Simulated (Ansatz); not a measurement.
# AlAsH₄O (SMILES [AlH2][O][AsH2]): one structure at several levels

How do the functionals fare away from a minimum? The structure is a structure displaced at random from a GFN2-xTB minimum.

Method: single points in def2-TZVPP; program: Ansatz 0.2.0, Gaussian basis.

Cores are frozen in the correlated methods. Filled d shells of the heavier atoms are correlated.

## Step 1: Starting geometry

SMILES `[AlH2][O][AsH2]`, 7 atoms, charge 0, spin multiplicity 1.

Atoms are counted from 1 here; the program's logs count them from 0.

Bond lengths: Al1–O2 1.735 Å, Al1–H4 1.612 Å, Al1–H5 1.581 Å, O2–As3 1.780 Å, As3–H6 1.456 Å, As3–H7 1.601 Å. Angles: O2–Al1–H4 116.7°, O2–Al1–H5 116.8°, H4–Al1–H5 126.4°, Al1–O2–As3 177.5°, O2–As3–H6 96.4°, O2–As3–H7 96.3°, H6–As3–H7 90.0°.

Geometry (Å):

```
Al   -1.4188    0.4560   -0.6918
O     0.2147    0.0543   -0.2676
As    1.8685   -0.4318    0.1749
H    -2.0840   -0.3868   -1.8941
H    -2.1154    1.5967    0.1529
H     1.9685    0.3986    1.3662
H     1.4482   -1.6827    1.0810
```

## Step 2: CCSD(T)/def2-TZVPP

run/in.yaml

```yaml
crystal:
  periodic: [false, false, false]
  atoms:
    - {symbol: Al, position_ang: [-1.418800, 0.456000, -0.691800]}
    - {symbol: O, position_ang: [0.214700, 0.054300, -0.267600]}
    - {symbol: As, position_ang: [1.868500, -0.431800, 0.174900]}
    - {symbol: H, position_ang: [-2.084000, -0.386800, -1.894100]}
    - {symbol: H, position_ang: [-2.115400, 1.596700, 0.152900]}
    - {symbol: H, position_ang: [1.968500, 0.398600, 1.366200]}
    - {symbol: H, position_ang: [1.448200, -1.682700, 1.081000]}
basis:
  gaussian: {orbitals: def2-TZVPP}
correlation: {method: ccsd_t}
output: {forces: true}
```

No record of the launch command was kept for these runs.

## Step 3: PBE0-D4/def2-TZVPP

run/in.yaml: that of step 2 with these lines changed.

```diff
@@ -12,3 +12,3 @@
   gaussian: {orbitals: def2-TZVPP}
-correlation: {method: ccsd_t}
-output: {forces: true}
+hamiltonian: {xc: pbe0, dispersion: d4}
+output: {forces: true, orbitals: {seedname: orbitals}}
```

## Step 4: wB97M-V/def2-TZVPP

run/in.yaml: that of step 3 with these lines changed.

```diff
@@ -12,3 +12,3 @@
   gaussian: {orbitals: def2-TZVPP}
-hamiltonian: {xc: pbe0, dispersion: d4}
-output: {forces: true, orbitals: {seedname: orbitals}}
+hamiltonian: {xc: {name: wB97M-V}}
+output: {forces: true}
```

## Step 5: r2SCAN-D4/def2-TZVPP

run/in.yaml: that of step 4 with these lines changed.

```diff
@@ -12,3 +12,3 @@
   gaussian: {orbitals: def2-TZVPP}
-hamiltonian: {xc: {name: wB97M-V}}
+hamiltonian: {xc: r2scan, dispersion: d4}
 output: {forces: true}
```

## Step 6: PBE-D4/def2-TZVPP

run/in.yaml: that of step 5 with these lines changed.

```diff
@@ -12,3 +12,3 @@
   gaussian: {orbitals: def2-TZVPP}
-hamiltonian: {xc: r2scan, dispersion: d4}
+hamiltonian: {xc: pbe, dispersion: d4}
 output: {forces: true}
```

## Step 7: revPBE-D4/def2-TZVPP

run/in.yaml: that of step 6 with these lines changed.

```diff
@@ -12,3 +12,3 @@
   gaussian: {orbitals: def2-TZVPP}
-hamiltonian: {xc: pbe, dispersion: d4}
+hamiltonian: {xc: {name: revPBE}, dispersion: d4}
 output: {forces: true}
```

## Step 8: r2SCAN0-D4/def2-TZVPP

run/in.yaml: that of step 7 with these lines changed.

```diff
@@ -12,3 +12,3 @@
   gaussian: {orbitals: def2-TZVPP}
-hamiltonian: {xc: {name: revPBE}, dispersion: d4}
+hamiltonian: {xc: {name: r2SCAN0}, dispersion: d4}
 output: {forces: true}
```

(Steps that only read results are left out.)

What does the calculation give? Wanted: energy less free atoms, CCSD(T)/def2-TZVPP; RMS force component; RMS force error; HOMO and LUMO, PBE0-D4; T1 diagnostic.

As calculated:

| quantity | value |
| --- | --- |
| energy less free atoms, CCSD(T)/def2-TZVPP | -19.458 eV |
| RMS force component | 0.692 to 0.738 eV/Å over the methods |
| RMS force error | PBE0-D4 0.074, wB97M-V 0.048, r2SCAN-D4 0.076, PBE-D4 0.232, revPBE-D4 0.261, r2SCAN0-D4 0.097 eV/Å |
| HOMO and LUMO, PBE0-D4 | -7.14 and -1.12 eV |
| T1 diagnostic | 0.013 |

Against CCSD(T) the functionals' energies less atoms differ by -0.573 to -0.039 eV, PBE-D4 by -0.507 eV. A larger basis would deepen the CCSD(T) value, while the functionals are nearly converged already, so the order here is not reliable. On forces the order runs from wB97M-V to revPBE-D4. Frozen-core CCSD(T) forces in triple zeta carry basis errors of their own, and this is one geometry, so small gaps rank nothing.
